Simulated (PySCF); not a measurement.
# TiCl4: electronic excitations at several levels of theory, part 2 of 2

PySCF 2.14.0. Atoms count from 0. The steps go on from the part before.

## Step 9: Excited states and response: CAM-B3LYP/def2-SVPD

Job settings and geometry (Å):

```
{"job": {"kind": "uv", "xc": "CAM-B3LYP", "basis": "def2-SVPD", "ip": true}, "charge": 0, "multiplicity": 1}
Cl     1.907525    -0.783827     0.668339
Ti     0.015889    -0.022445    -0.021106
Cl    -1.011410    -1.558257    -1.128382
Cl    -1.195289     0.569976     1.659570
Cl     0.375375     1.689783    -1.274911
```

Level: TDDFT CAM-B3LYP/def2-SVPD, vertical, gas phase, core orbitals frozen in the response.

Output:

```text
coarse grid: 32720 points
cycle   1  E = -2689.6938903124  dE =  4.048e-01  |g| = 8.359e-01  |ddm| = 2.714e+00
cycle   2  E = -2682.3403493072  dE =  7.354e+00  |g| = 6.602e+00  |ddm| = 3.870e+00
cycle   3  E = -2689.7146284076  dE = -7.374e+00  |g| = 1.040e+00  |ddm| = 2.533e+00
cycle   4  E = -2689.9370252972  dE = -2.224e-01  |g| = 2.366e-01  |ddm| = 5.291e-01
cycle   5  E = -2689.9507478594  dE = -1.372e-02  |g| = 3.037e-02  |ddm| = 1.897e-01
cycle   6  E = -2689.9509840621  dE = -2.362e-04  |g| = 7.240e-03  |ddm| = 3.351e-02
cycle   7  E = -2689.9509995326  dE = -1.547e-05  |g| = 1.177e-03  |ddm| = 6.427e-03
cycle   8  E = -2689.9510002680  dE = -7.354e-07  |g| = 4.078e-04  |ddm| = 2.217e-03
final grid: 60240 points
cycle   9  E = -2689.9509472089  dE = -1.442e-07  |g| = 3.576e-04  |ddm| = 1.394e-03
cycle  10  E = -2689.9509472269  dE = -1.808e-08  |g| = 3.795e-04  |ddm| = 8.867e-04
cycle  11  E = -2689.9509472655  dE = -3.856e-08  |g| = 1.001e-04  |ddm| = 4.571e-04
cycle  12  E = -2689.9509472681  dE = -2.578e-09  |g| = 8.175e-05  |ddm| = 1.465e-04
cycle  13  E = -2689.9509472713  dE = -3.261e-09  |g| = 6.513e-06  |ddm| = 1.542e-04
cycle  14  E = -2689.9509472713  dE = -2.728e-12  |g| = 1.184e-06  |ddm| = 1.323e-05
converged SCF energy = -2689.9509472713

Static polarisability (au): isotropic 93.159, principal 92.565 93.308 93.605

Singlet excitations
state   eV       nm        f      main configurations
  1   4.3090    287.7   0.00000   H->L 0.96
  2   4.3193    287.0   0.00000   H-1->L+1 0.55, H-1->L 0.27, H-2->L 0.11
  3   4.3238    286.7   0.00000   H-2->L+1 0.73, H-1->L+1 0.09, H-2->L 0.09
  4   4.5584    272.0   0.02129   H->L+1 0.81
  5   4.5593    271.9   0.02140   H-2->L 0.45, H-1->L+1 0.26, H-1->L 0.13
  6   4.5605    271.9   0.02169   H-1->L 0.44, H-2->L 0.24, H-2->L+1 0.18
  7   4.9990    248.0   0.00000   H-1->L+3 0.24, H-1->L+2 0.20, H-2->L+2 0.19
  8   5.0061    247.7   0.00002   H-2->L+3 0.33, H-3->L+1 0.22, H-1->L+2 0.16
  9   5.0109    247.4   0.00010   H->L+2 0.34, H-2->L+4 0.14, H-4->L 0.13
 10   5.0140    247.3   0.00006   H->L+3 0.38, H-5->L 0.21, H-1->L+4 0.17

Triplet excitations (Tamm-Dancoff, eV): 4.1155 4.1173 4.1218 4.2161
Vertical ionisation energy (delta-SCF) = 11.9024 eV
Vertical electron affinity (delta-SCF) = 2.8790 eV
```

It took 94 s on 1 thread of Arm Neoverse V1, shared host; peak memory 0.68 GiB.

Key values: HOMO -11.03 eV, LUMO -2.95 eV; lowest singlet 4.31 eV.

## Step 10: TDDFT and polarisability: wB97X-D/def2-SVPD

Job settings and geometry (Å):

```
{"job": {"kind": "uv", "xc": "wB97X-D", "basis": "def2-SVPD", "ip": true}, "charge": 0, "multiplicity": 1}
Cl     1.907525    -0.783827     0.668339
Ti     0.015889    -0.022445    -0.021106
Cl    -1.011410    -1.558257    -1.128382
Cl    -1.195289     0.569976     1.659570
Cl     0.375375     1.689783    -1.274911
```

With the program's defaults for keys left out, this is: TDDFT wB97X-D/def2-SVPD, vertical, gas phase, core orbitals frozen in the response.

Output:

```text
coarse grid: 32720 points
cycle   1  E = -2689.5604633260  dE =  4.011e-01  |g| = 8.811e-01  |ddm| = 2.705e+00
cycle   2  E = -2682.8893399036  dE =  6.671e+00  |g| = 6.398e+00  |ddm| = 3.826e+00
cycle   3  E = -2689.6443863301  dE = -6.755e+00  |g| = 9.892e-01  |ddm| = 2.447e+00
cycle   4  E = -2689.8472424734  dE = -2.029e-01  |g| = 2.091e-01  |ddm| = 5.320e-01
cycle   5  E = -2689.8579115517  dE = -1.067e-02  |g| = 2.733e-02  |ddm| = 1.833e-01
cycle   6  E = -2689.8581053129  dE = -1.938e-04  |g| = 8.987e-03  |ddm| = 3.777e-02
cycle   7  E = -2689.8581290102  dE = -2.370e-05  |g| = 1.040e-03  |ddm| = 7.608e-03
cycle   8  E = -2689.8581298964  dE = -8.862e-07  |g| = 3.985e-04  |ddm| = 2.427e-03
final grid: 60240 points
cycle   9  E = -2689.8573572169  dE = -6.149e-07  |g| = 2.373e-03  |ddm| = 6.930e-03
cycle  10  E = -2689.8573520556  dE =  5.161e-06  |g| = 5.094e-03  |ddm| = 6.227e-03
cycle  11  E = -2689.8573586172  dE = -6.562e-06  |g| = 3.871e-04  |ddm| = 4.518e-03
cycle  12  E = -2689.8573586657  dE = -4.848e-08  |g| = 8.476e-05  |ddm| = 4.383e-04
cycle  13  E = -2689.8573586734  dE = -7.763e-09  |g| = 4.153e-05  |ddm| = 2.248e-04
cycle  14  E = -2689.8573586748  dE = -1.412e-09  |g| = 9.133e-06  |ddm| = 1.059e-04
cycle  15  E = -2689.8573586749  dE = -7.731e-11  |g| = 2.789e-06  |ddm| = 2.455e-05
converged SCF energy = -2689.8573586749

Static polarisability (au): isotropic 92.368, principal 91.778 92.516 92.809

Singlet excitations
state   eV       nm        f      main configurations
  1   4.2906    289.0   0.00000   H->L 0.97
  2   4.3019    288.2   0.00000   H-1->L+1 0.59, H-1->L 0.23, H-2->L 0.12
  3   4.3060    287.9   0.00001   H-2->L+1 0.71, H-2->L 0.10, H-1->L 0.09
  4   4.5401    273.1   0.02086   H->L+1 0.83
  5   4.5404    273.1   0.02100   H-2->L 0.40, H-1->L+1 0.26, H-1->L 0.19
  6   4.5413    273.0   0.02124   H-1->L 0.41, H-2->L 0.27, H-2->L+1 0.19
  7   4.9983    248.1   0.00000   H-1->L+3 0.26, H-2->L+2 0.23, H->L+4 0.16
  8   5.0074    247.6   0.00002   H-2->L+3 0.28, H-3->L+1 0.22, H-1->L+2 0.19
  9   5.0122    247.4   0.00009   H->L+2 0.35, H-2->L+4 0.17, H-4->L 0.12
 10   5.0150    247.2   0.00006   H->L+3 0.38, H-1->L+4 0.20, H-5->L 0.19

Triplet excitations (Tamm-Dancoff, eV): 4.1208 4.1219 4.1258 4.2069
Vertical electron affinity (delta-SCF) = 2.7569 eV
```

It took 94 s on 1 thread of Arm Neoverse V1, shared host; peak memory 0.68 GiB.

This run: HOMO -11.58 eV, LUMO -2.32 eV; lowest singlet 4.29 eV.

## Step 11: Ultraviolet spectrum: LC-wPBE/def2-SVPD

Job settings and geometry (Å):

```
{"job": {"kind": "uv", "xc": "LC-wPBE", "basis": "def2-SVPD", "ip": true}, "charge": 0, "multiplicity": 1}
Cl     1.907525    -0.783827     0.668339
Ti     0.015889    -0.022445    -0.021106
Cl    -1.011410    -1.558257    -1.128382
Cl    -1.195289     0.569976     1.659570
Cl     0.375375     1.689783    -1.274911
```

Level: TDDFT LC-wPBE/def2-SVPD, vertical, gas phase, core orbitals frozen in the response.

Output:

```text
coarse grid: 32720 points
cycle   1  E = -2688.8475867461  dE =  3.737e-01  |g| = 8.974e-01  |ddm| = 2.713e+00
cycle   2  E = -2683.7677538727  dE =  5.080e+00  |g| = 5.729e+00  |ddm| = 3.585e+00
cycle   3  E = -2689.0159937973  dE = -5.248e+00  |g| = 7.999e-01  |ddm| = 2.229e+00
cycle   4  E = -2689.1576044243  dE = -1.416e-01  |g| = 1.189e-01  |ddm| = 5.042e-01
cycle   5  E = -2689.1613433687  dE = -3.739e-03  |g| = 1.281e-02  |ddm| = 1.426e-01
cycle   6  E = -2689.1614279013  dE = -8.453e-05  |g| = 6.355e-03  |ddm| = 3.494e-02
cycle   7  E = -2689.1614447213  dE = -1.682e-05  |g| = 1.221e-03  |ddm| = 8.034e-03
cycle   8  E = -2689.1614466492  dE = -1.928e-06  |g| = 5.416e-04  |ddm| = 3.564e-03
final grid: 60240 points
cycle   9  E = -2689.1612922483  dE = -1.110e-07  |g| = 1.279e-03  |ddm| = 3.015e-03
cycle  10  E = -2689.1612912735  dE =  9.748e-07  |g| = 2.426e-03  |ddm| = 3.326e-03
cycle  11  E = -2689.1612927319  dE = -1.458e-06  |g| = 1.396e-04  |ddm| = 2.200e-03
cycle  12  E = -2689.1612927521  dE = -2.018e-08  |g| = 6.454e-05  |ddm| = 3.055e-04
cycle  13  E = -2689.1612927589  dE = -6.775e-09  |g| = 1.706e-05  |ddm| = 2.568e-04
cycle  14  E = -2689.1612927591  dE = -1.828e-10  |g| = 4.181e-06  |ddm| = 3.690e-05
converged SCF energy = -2689.1612927591

Static polarisability (au): isotropic 91.010, principal 90.430 91.159 91.440

Singlet excitations
state   eV       nm        f      main configurations
  1   4.5072    275.1   0.00000   H->L 0.95
  2   4.5163    274.5   0.00000   H-1->L+1 0.56, H-1->L 0.26, H-2->L 0.09
  3   4.5200    274.3   0.00000   H-2->L+1 0.70, H-2->L 0.11, H-1->L+1 0.09
  4   4.7767    259.6   0.02475   H->L+1 0.88
  5   4.7782    259.5   0.02471   H-2->L 0.31, H-1->L+1 0.29, H-1->L 0.28
  6   4.7796    259.4   0.02497   H-2->L 0.40, H-1->L 0.32, H-2->L+1 0.17
  7   5.1897    238.9   0.00001   H-1->L+2 0.32, H-3->L+1 0.23, H-1->L+3 0.12
  8   5.1948    238.7   0.00000   H-2->L+2 0.26, H-2->L+3 0.24, H-6->L+1 0.11
  9   5.1959    238.6   0.00006   H->L+2 0.29, H-4->L 0.16, H-2->L+4 0.13
 10   5.1988    238.5   0.00003   H->L+3 0.30, H-5->L 0.24, H-1->L+4 0.15

Triplet excitations (Tamm-Dancoff, eV): 4.2845 4.2881 4.2929 4.4055
Vertical ionisation energy (delta-SCF) = 12.3982 eV
Vertical electron affinity (delta-SCF) = 3.1856 eV
```

Run time: 2.1 min. Hardware: 1 thread of Arm Neoverse V1, shared host; peak memory 0.61 GiB.

This run: HOMO -12.48 eV, LUMO -2.05 eV; lowest singlet 4.51 eV.

## Step 12: Ultraviolet spectrum: PBE0/6-31G*

Job settings and geometry (Å):

```
{"job": {"kind": "uv", "xc": "PBE0", "basis": "6-31G*"}, "charge": 0, "multiplicity": 1}
Cl     1.907525    -0.783827     0.668339
Ti     0.015889    -0.022445    -0.021106
Cl    -1.011410    -1.558257    -1.128382
Cl    -1.195289     0.569976     1.659570
Cl     0.375375     1.689783    -1.274911
```

Level: TDDFT PBE0/6-31G*, vertical, gas phase, core orbitals frozen in the response.

Output:

```text
coarse grid: 32720 points
cycle   1  E = -2689.3661120864  dE =  4.892e-01  |g| = 7.585e-01  |ddm| = 2.596e+00
cycle   2  E = -2679.4918371154  dE =  9.874e+00  |g| = 7.256e+00  |ddm| = 4.082e+00
cycle   3  E = -2689.0753809329  dE = -9.584e+00  |g| = 1.542e+00  |ddm| = 2.683e+00
cycle   4  E = -2689.4997743104  dE = -4.244e-01  |g| = 5.668e-01  |ddm| = 5.836e-01
cycle   5  E = -2689.5777644796  dE = -7.799e-02  |g| = 2.313e-02  |ddm| = 4.079e-01
cycle   6  E = -2689.5779103852  dE = -1.459e-04  |g| = 8.262e-03  |ddm| = 3.662e-02
cycle   7  E = -2689.5779334343  dE = -2.305e-05  |g| = 1.595e-03  |ddm| = 1.272e-02
cycle   8  E = -2689.5779340159  dE = -5.816e-07  |g| = 1.190e-03  |ddm| = 2.724e-03
final grid: 60240 points
cycle   9  E = -2689.5779179366  dE =  5.029e-06  |g| = 4.423e-03  |ddm| = 4.693e-03
cycle  10  E = -2689.5778456410  dE =  7.230e-05  |g| = 1.669e-02  |ddm| = 1.761e-02
cycle  11  E = -2689.5779233768  dE = -7.774e-05  |g| = 4.854e-05  |ddm| = 1.394e-02
cycle  12  E = -2689.5779233775  dE = -6.949e-10  |g| = 1.819e-05  |ddm| = 7.832e-05
converged SCF energy = -2689.5779233775

Static polarisability (au): isotropic 75.943, principal 75.224 76.122 76.482

Singlet excitations
state   eV       nm        f      main configurations
  1   4.2593    291.1   0.00000   H->L 0.97
  2   4.2697    290.4   0.00000   H-1->L+1 0.58, H-1->L 0.26, H-2->L 0.11
  3   4.2741    290.1   0.00000   H-2->L+1 0.75, H-2->L 0.09, H-1->L 0.08
  4   4.4842    276.5   0.01645   H->L+1 0.80
  5   4.4855    276.4   0.01654   H-2->L 0.38, H-1->L+1 0.25, H-1->L 0.17
  6   4.4869    276.3   0.01676   H-1->L 0.40, H-2->L 0.29, H-2->L+1 0.18
  7   4.9777    249.1   0.00000   H-2->L+2 0.29, H-1->L+3 0.24, H->L+4 0.17
  8   5.0045    247.7   0.00003   H-2->L+3 0.33, H-1->L+2 0.29, H-3->L+1 0.17
  9   5.0099    247.5   0.00018   H->L+2 0.42, H-2->L+4 0.16, H-1->L+4 0.12
 10   5.0140    247.3   0.00010   H->L+3 0.44, H-1->L+4 0.18, H-5->L 0.17

Triplet excitations (Tamm-Dancoff, eV): 4.0720 4.0738 4.0777 4.1648
```

Run time: 8.7 s. Hardware: 1 thread of Arm Neoverse V1, shared host; peak memory 0.51 GiB.

In short: HOMO -9.76 eV, LUMO -3.97 eV; lowest singlet 4.26 eV.

## Step 13: TDDFT and polarisability: PBE0/def2-SVP

Job settings and geometry (Å):

```
{"job": {"kind": "uv", "xc": "PBE0", "basis": "def2-SVP"}, "charge": 0, "multiplicity": 1}
Cl     1.907525    -0.783827     0.668339
Ti     0.015889    -0.022445    -0.021106
Cl    -1.011410    -1.558257    -1.128382
Cl    -1.195289     0.569976     1.659570
Cl     0.375375     1.689783    -1.274911
```

Method: TDDFT PBE0/def2-SVP, vertical, gas phase, core orbitals frozen in the response.

Output:

```text
coarse grid: 32720 points
cycle   1  E = -2688.8516770912  dE =  3.854e-01  |g| = 7.322e-01  |ddm| = 2.742e+00
cycle   2  E = -2679.8720140266  dE =  8.980e+00  |g| = 6.785e+00  |ddm| = 3.811e+00
cycle   3  E = -2688.7319883837  dE = -8.860e+00  |g| = 1.186e+00  |ddm| = 2.669e+00
cycle   4  E = -2689.0056824328  dE = -2.737e-01  |g| = 3.861e-01  |ddm| = 4.974e-01
cycle   5  E = -2689.0434190423  dE = -3.774e-02  |g| = 1.636e-02  |ddm| = 2.677e-01
cycle   6  E = -2689.0434724149  dE = -5.337e-05  |g| = 7.873e-03  |ddm| = 2.675e-02
cycle   7  E = -2689.0434894842  dE = -1.707e-05  |g| = 2.344e-03  |ddm| = 8.812e-03
cycle   8  E = -2689.0434910817  dE = -1.598e-06  |g| = 1.617e-04  |ddm| = 2.301e-03
final grid: 60240 points
cycle   9  E = -2689.0434572008  dE = -1.127e-08  |g| = 3.560e-04  |ddm| = 7.683e-04
cycle  10  E = -2689.0434567694  dE =  4.314e-07  |g| = 1.296e-03  |ddm| = 1.268e-03
cycle  11  E = -2689.0434572362  dE = -4.668e-07  |g| = 5.816e-05  |ddm| = 1.013e-03
cycle  12  E = -2689.0434572371  dE = -9.004e-10  |g| = 1.513e-05  |ddm| = 7.430e-05
converged SCF energy = -2689.0434572371

Static polarisability (au): isotropic 69.815, principal 69.150 69.982 70.313

Singlet excitations
state   eV       nm        f      main configurations
  1   4.2369    292.6   0.00000   H->L 0.97
  2   4.2481    291.9   0.00000   H-1->L+1 0.57, H-1->L 0.27, H-2->L 0.11
  3   4.2529    291.5   0.00000   H-2->L+1 0.75, H-2->L 0.09
  4   4.4749    277.1   0.01556   H->L+1 0.73
  5   4.4760    277.0   0.01568   H-2->L 0.40, H-1->L+1 0.23, H->L+1 0.13
  6   4.4776    276.9   0.01588   H-1->L 0.42, H-2->L 0.25, H-2->L+1 0.18
  7   4.9758    249.2   0.00000   H-2->L+2 0.26, H-1->L+3 0.23, H->L+4 0.17
  8   4.9938    248.3   0.00002   H-2->L+3 0.28, H-3->L+1 0.27, H-1->L+2 0.22
  9   4.9984    248.0   0.00009   H->L+2 0.32, H-4->L 0.17, H-2->L+4 0.12
 10   5.0017    247.9   0.00006   H->L+3 0.35, H-5->L 0.28, H-1->L+4 0.14

Triplet excitations (Tamm-Dancoff, eV): 4.0342 4.0359 4.0400 4.1347
```

Run time: 8 s. Hardware: 1 thread of Arm Neoverse V1, shared host; peak memory 0.49 GiB.

In short: HOMO -9.54 eV, LUMO -3.76 eV; lowest singlet 4.24 eV.

## Step 14: Excited states and response: PBE0/def2-TZVP

Job settings and geometry (Å):

```
{"job": {"kind": "uv", "xc": "PBE0", "basis": "def2-TZVP"}, "charge": 0, "multiplicity": 1}
Cl     1.907525    -0.783827     0.668339
Ti     0.015889    -0.022445    -0.021106
Cl    -1.011410    -1.558257    -1.128382
Cl    -1.195289     0.569976     1.659570
Cl     0.375375     1.689783    -1.274911
```

Method: TDDFT PBE0/def2-TZVP, vertical, gas phase, core orbitals frozen in the response.

Output:

```text
coarse grid: 32720 points
cycle   1  E = -2689.6215362492  dE =  4.118e-01  |g| = 8.239e-01  |ddm| = 2.315e+00
cycle   2  E = -2681.3999580674  dE =  8.222e+00  |g| = 7.781e+00  |ddm| = 2.696e+00
cycle   3  E = -2689.5934129010  dE = -8.193e+00  |g| = 1.041e+00  |ddm| = 1.927e+00
cycle   4  E = -2689.7870172457  dE = -1.936e-01  |g| = 1.342e-01  |ddm| = 3.994e-01
cycle   5  E = -2689.7896408190  dE = -2.624e-03  |g| = 5.819e-02  |ddm| = 5.456e-02
cycle   6  E = -2689.7904013214  dE = -7.605e-04  |g| = 7.475e-03  |ddm| = 3.216e-02
cycle   7  E = -2689.7904127657  dE = -1.144e-05  |g| = 1.785e-03  |ddm| = 4.701e-03
cycle   8  E = -2689.7904134167  dE = -6.510e-07  |g| = 6.208e-04  |ddm| = 1.278e-03
final grid: 60240 points
cycle   9  E = -2689.7903696816  dE =  1.157e-07  |g| = 1.113e-03  |ddm| = 1.558e-03
cycle  10  E = -2689.7903678030  dE =  1.879e-06  |g| = 3.134e-03  |ddm| = 2.489e-03
cycle  11  E = -2689.7903698438  dE = -2.041e-06  |g| = 7.785e-04  |ddm| = 1.837e-03
cycle  12  E = -2689.7903699858  dE = -1.420e-07  |g| = 1.560e-05  |ddm| = 4.999e-04
cycle  13  E = -2689.7903699859  dE = -8.640e-11  |g| = 6.395e-06  |ddm| = 1.908e-05
converged SCF energy = -2689.7903699859

Static polarisability (au): isotropic 85.136, principal 84.498 85.298 85.612

Singlet excitations
state   eV       nm        f      main configurations
  1   4.3821    282.9   0.00000   H->L 0.97
  2   4.3929    282.2   0.00000   H-1->L+1 0.58, H-1->L 0.26, H-2->L 0.11
  3   4.3975    281.9   0.00001   H-2->L+1 0.74, H-2->L 0.10, H-1->L 0.08
  4   4.6060    269.2   0.01931   H->L+1 0.77
  5   4.6072    269.1   0.01944   H-2->L 0.39, H-1->L+1 0.24, H-1->L 0.16
  6   4.6088    269.0   0.01970   H-1->L 0.41, H-2->L 0.28, H-2->L+1 0.19
  7   5.1040    242.9   0.00000   H-1->L+3 0.25, H-2->L+2 0.22, H-1->L+2 0.19
  8   5.1127    242.5   0.00002   H-2->L+3 0.32, H-3->L+1 0.24, H-1->L+2 0.17
  9   5.1173    242.3   0.00009   H->L+2 0.34, H-4->L 0.16, H-2->L+4 0.13
 10   5.1207    242.1   0.00006   H->L+3 0.37, H-5->L 0.25, H-1->L+4 0.16

Triplet excitations (Tamm-Dancoff, eV): 4.1801 4.1820 4.1860 4.2831
```

It took 21 s on 1 thread of Arm Neoverse V1, shared host; peak memory 0.78 GiB.

This run: HOMO -9.63 eV, LUMO -3.71 eV; lowest singlet 4.38 eV.

## Step 15: Side by side: electronic excitations

Excitations and ground-state properties, with basis size and wall time:

```
                run  lowest singlet (eV)  brightest (eV)      f  gap (eV)  α (Å³)  μ (D)  functions     time
       HF/def2-SVPD                 6.28            6.50  0.026     12.77   12.45   0.01        142     26 s
      LDA/def2-SVPD                 3.64            3.85  0.016      3.60   14.48   0.01        142     52 s
      PBE/def2-SVPD                 3.67            3.88  0.016      3.64   14.41   0.01        142     70 s
    B3LYP/def2-SVPD                 4.05            4.27  0.018      5.27   14.03   0.01        142     65 s
     PBE0/def2-SVPD                 4.22            4.45  0.019      5.75   13.81   0.01        142     67 s
BHandHLYP/def2-SVPD                 4.80            5.04  0.021      7.93   13.37   0.01        142     88 s
CAM-B3LYP/def2-SVPD                 4.31            4.56  0.022      8.08   13.80   0.01        142     94 s
  wB97X-D/def2-SVPD                 4.29            4.54  0.021      9.26   13.69   0.01        142     94 s
  LC-wPBE/def2-SVPD                 4.51            4.78  0.025     10.43   13.49   0.01        142  2.1 min
        PBE0/6-31G*                 4.26            4.49  0.017      5.79   11.25   0.01        106    8.7 s
      PBE0/def2-SVP                 4.24            4.48  0.016      5.78   10.35   0.01        103      8 s
     PBE0/def2-TZVP                 4.38            4.61  0.020      5.92   12.62   0.01        193     21 s
```

Measured polarisability: 15.00 Å³ (gas; NIST CCCBDB Release 22 (SRD 101), experimental polarizabilities).

## Step 16: What came out

The summary covers parts 1 to 2.

| quantity | value |
| --- | --- |
| rotational constants (main isotopes) | 1.18, 1.17, 1.16 GHz |
| lowest singlet (HF/def2-SVPD) | 6.28 eV (197 nm), f = 0.000 |
| brightest single state of those computed | state 7, 6.50 eV, f = 0.026 |
| lowest triplet | 5.81 eV |
| range of the lowest singlet | 3.64 to 6.28 eV |

What this shows: Single values in the summary come from the first run of each kind that ended normally (HF/def2-SVPD), which need not be the best level. The start was shaken at random, so part of the energy gained undoes that. Relaxing lowered the energy by 0.143 eV in 8 steps; the close pair that moved most is Ti1–Cl3, from 2.051 to 2.155 Å. No frequency check was run at this level, so the end point may be a saddle. The first singlet state (HOMO→LUMO 0.70) lies at 6.28 eV and is dark; of the 10 states computed, the strongest absorption comes from states 7 to 9 together at 6.50 eV. The lowest triplet lies 0.47 eV below the lowest singlet (triplets in Tamm-Dancoff, singlets in full TDDFT). The polarisability is 17 % below the measured 15.00 Å³. The lowest singlet runs from 3.64 eV (LDA/def2-SVPD) to 6.28 eV (HF/def2-SVPD), while the orbital gap spans 3.60 to 12.77 eV. The lowest state need not be the same one in every run. The runs solved for a few states only, so the brightest column depends on that window. For the measured polarisability, LDA/def2-SVPD misses least (0.52 Å³, 52 s) and PBE0/def2-SVP most (4.66 Å³, 8 s). One molecule ranks no method: errors cancel, and vibration and temperature are missing from all runs.
